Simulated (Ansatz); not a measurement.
# Mo3N4: the cost of one run

Method: DFT PBEsol, scalar-relativistic, plane waves, PAW, in Ansatz 0.2.0.

## Step 1: The system as given

Symmetry: Pm-3m, No. 221, cubic system. Conventional cell: a = 4.164 Å, b = 4.164 Å, c = 4.164 Å, α = 90.00°, β = 90.00°, γ = 90.00°. Around Mo (site symmetry 4/mmm) lie 6 N at 2.08 Å. N (site symmetry m-3m) has 6 Mo at 2.08 Å as nearest neighbours. N (site symmetry 4/mmm) has 4 Mo at 2.08 Å as nearest neighbours.

Coordinates:

```xyz
7
Lattice="4.1644 0.0000 0.0000 0.0000 4.1644 0.0000 0.0000 0.0000 4.1644" Properties=species:S:1:pos:R:3 pbc="T T T"
Mo    2.0822    2.0822    0.0000
Mo    0.0000    2.0822    2.0822
Mo    2.0822    0.0000    2.0822
N     2.0822    2.0822    2.0822
N     2.0822    0.0000    0.0000
N     0.0000    2.0822    0.0000
N     0.0000    0.0000    2.0822
```

The cell was made up by rule, so the compound may not exist in this form.

This cell was relaxed beforehand with the same method: volume 10.32 Å³/atom, gap on the mesh none (metal).

It is a trial structure (swap of W by Mo in W3N4), so another structure or a mixture of phases may lie lower.

## Step 2: A stricter relaxation, with the smearing for a metal

Response runs need a geometry at rest under their own mesh and occupations; hence this stricter relaxation.

input.yaml

```yaml
crystal:
  lattice:
    - [4.1644377362, 0.0, 0.0]
    - [0.0, 4.1644377362, 0.0]
    - [0.0, 0.0, 4.1644377362]
  atoms:
    - { symbol: Mo, position: [0.5, 0.5, 0.0] }
    - { symbol: Mo, position: [0.0, 0.5, 0.5] }
    - { symbol: Mo, position: [0.5, 0.0, 0.5] }
    - { symbol: "N", position: [0.5, 0.5, 0.5] }
    - { symbol: "N", position: [0.5, 0.0, 0.0] }
    - { symbol: "N", position: [0.0, 0.5, 0.0] }
    - { symbol: "N", position: [0.0, 0.0, 0.5] }
basis:
  ecutwfc: 420
kpoints:
  mp_grid: { grid: [8, 8, 8] }
hamiltonian:
  xc: pbesol
scf:
  occupations: { method: fermi_dirac, width: 0.15 }
output:
  forces: true
  stress: true
  eigenvalues: true
relax:
  adjacent_minimum: "off"
  f_tol: 0.001
  max_steps: 60
  cell: { stress_tol: 0.01 }
```

Launch:

```console
ansatz run input.yaml --threads 2 --pin off --max-ram 6144MiB --backend cpu --events-out ev --progress --plain --runs-dir out
```

What time and memory should one allow on 2 threads of Arm Neoverse V2, shared host?

About 10 s, with a peak of 0.39 GiB.
